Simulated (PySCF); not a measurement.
# ClO3Os (Os(O)3(Cl)-): the cost of one run

The runs use PySCF 2.14.0; B3LYP, Os def2-SVP with ECP60, O def2-SVP, Cl def2-SVP; scalar-relativistic core potentials, no spin–orbit coupling.

2 further runs of the same task are left out: 2 for a known fault of the program.

### Step 1. Starting geometry

5 atoms, charge -1, spin multiplicity 3.

Bond lengths: Os1–O2 1.769 Å, Os1–O3 1.769 Å, Os1–O4 1.738 Å, Os1–Cl5 2.402 Å. Angles: O2–Os1–O3 113.8°, O2–Os1–O4 115.5°, O2–Os1–Cl5 93.3°, O3–Os1–O4 115.6°, O3–Os1–Cl5 93.1°, O4–Os1–Cl5 122.1°.

Coordinates:

```
Os    0.1543   -0.1970    0.0544
O     0.9646    1.0719    0.9832
O    -1.1695   -0.9830    0.9255
O     1.2041   -1.2604   -0.8325
Cl   -1.3144    1.3540   -1.0452
```

Formal oxidation states: Os +6. An earlier session relaxed this geometry at B3LYP, Os def2-SVP with ECP60, O def2-SVP, Cl def2-SVP (triplet, point group Cs).

Its energy there is -776.385449 Eh.

### Step 2. Atoms moved at random, σ = 0.15 Å

run.py (the lines that set the calculation)

```python
mol = gto.M(atom='''
Os    -0.01048    -0.30984     0.18156
O      0.78953     1.14824     1.05561
O     -0.85972    -1.05182     0.90752
O      1.05282    -1.28797    -0.91322
Cl    -1.13297     1.48687    -1.14612''',
    basis={'Os': 'def2-SVP', 'O': 'def2-SVP', 'Cl': 'def2-SVP'},
    ecp={'Os': 'def2-SVP'},
    charge=-1, spin=2)
mf = dft.UKS(mol, xc='B3LYP')
mf.grids.atom_grid = (50, 194)
mf = mf.density_fit()  # fitting sets: Os def2-universal-JKFIT, O def2-universal-JKFIT, Cl def2-universal-JKFIT
mf.conv_tol = 1e-08; mf.max_cycle = 55
mf.kernel(dm0)  # dm0: the density of the relaxed state
```

Started as:

```bash
$ OMP_NUM_THREADS=2 python run.py
```

**Question.** How long does this run take on 2 threads of Arm Neoverse V1, shared host?

About 4.7 s.
